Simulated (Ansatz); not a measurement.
**KTaO3 (perovskite): equation of state and elastic constants**

Aim: the bulk modulus of KTaO3 (perovskite) from energies at several volumes around the relaxed one, then the elastic tensor.

Computed with Ansatz 0.2.0 (DFT r²SCAN, scalar-relativistic, plane waves, PAW, unless a step's input says otherwise).

1 further run of the same task is left out (it didn't finish).

### Step 1. The starting structure

Symmetry: Pm-3m, No. 221, cubic system. Conventional cell: a = 3.990 Å, b = 3.990 Å, c = 3.990 Å, α = 90.00°, β = 90.00°, γ = 90.00°. K (site symmetry m-3m) has 12 O at 2.82 Å as nearest neighbours. Ta (site symmetry m-3m) is surrounded by 6 O at 2.00 Å. O (site symmetry 4/mmm) is surrounded by 2 Ta at 2.00 Å and 4 K at 2.82 Å.

As a file:

```cif
data_structure
_symmetry_space_group_name_H-M 'P 1'
_symmetry_Int_Tables_number 1
_cell_length_a 3.9902
_cell_length_b 3.9902
_cell_length_c 3.9902
_cell_angle_alpha 90.000
_cell_angle_beta 90.000
_cell_angle_gamma 90.000
_cell_volume 63.53
loop_
_atom_site_label
_atom_site_type_symbol
_atom_site_fract_x
_atom_site_fract_y
_atom_site_fract_z
_atom_site_occupancy
K1 K 0.00000 0.00000 0.00000 1
Ta1 Ta 0.50000 0.50000 0.50000 1
O1 O 0.00000 0.50000 0.50000 1
O2 O 0.50000 0.50000 0.00000 1
O3 O 0.50000 0.00000 0.50000 1
```

This cell comes from an earlier session at r²SCAN: 12.706 Å³/atom at 0.00 GPa, on a 6×6×6 mesh.

Volume factors to run: 0.980, 1.020, 0.960, 1.040, 1.070.

### Step 2. Scaling the volume by 0.980

File input.yaml:

```yaml
crystal:
  lattice:
    - [3.963388738, 0.0, 0.0]
    - [0.0, 3.963388738, 0.0]
    - [0.0, 0.0, 3.963388738]
  atoms:
    - { symbol: K, position: [0.0, 0.0, 0.0] }
    - { symbol: Ta, position: [0.5, 0.5, 0.5] }
    - { symbol: O, position: [0.0, 0.5, 0.5] }
    - { symbol: O, position: [0.5, 0.5, 0.0] }
    - { symbol: O, position: [0.5, 0.0, 0.5] }
basis:
  ecutwfc: 500
  ecutrho_ratio: 4
kpoints:
  mp_grid: { grid: [6, 6, 6] }
hamiltonian:
  xc: r2scan
scf:
  occupations: { method: gaussian, width: 0.05 }
output:
  forces: true
  stress: true
  eigenvalues: true
```

The run is started by

```console
> ansatz run input.yaml --threads 4 --pin off --max-ram 7168MiB --backend cpu --events-out ev --progress --plain --runs-dir out
```

Further steps of the session: At 1.020 of the relaxed volume; Scaling the volume by 0.960; Scaling the volume by 1.040; Scaling the volume by 1.070; The elastic tensor from strained cells.

What does the calculation give? Wanted: V0; B0; B0′; scatter of the fit; C11, C12, C44; K, G, E; Poisson's ratio.

As calculated:

```
          quantity              value
                V0     12.706 Å³/atom
                B0            209 GPa
               B0′                4.4
scatter of the fit     0.002 meV/atom
     C11, C12, C44   462, 83, 108 GPa
    K, G, E (Hill)  209, 135, 334 GPa
   Poisson's ratio               0.23
```

What this shows: The fitted minimum lies at 12.71 Å³/atom, and the bulk modulus is 209 GPa, a stiff solid. One per cent of compression takes about 2.1 GPa. The gap on the mesh shrinks from 2.73 to 2.44 eV as the cell expands over this range. All eigenvalues of the tensor are positive, so the cell is mechanically stable. K/G = 1.55 lies under Pugh's 1.75, an empirical mark of brittle behaviour drawn from metals, and the universal anisotropy index of 0.39 is moderate. The bulk moduli from the tensor and from the fit agree within 1 %. These are values at 0 K without zero-point motion. Spin–orbit coupling is left out, though the cell holds Ta; in elements this heavy it can shift levels and gaps by tenths of an eV.
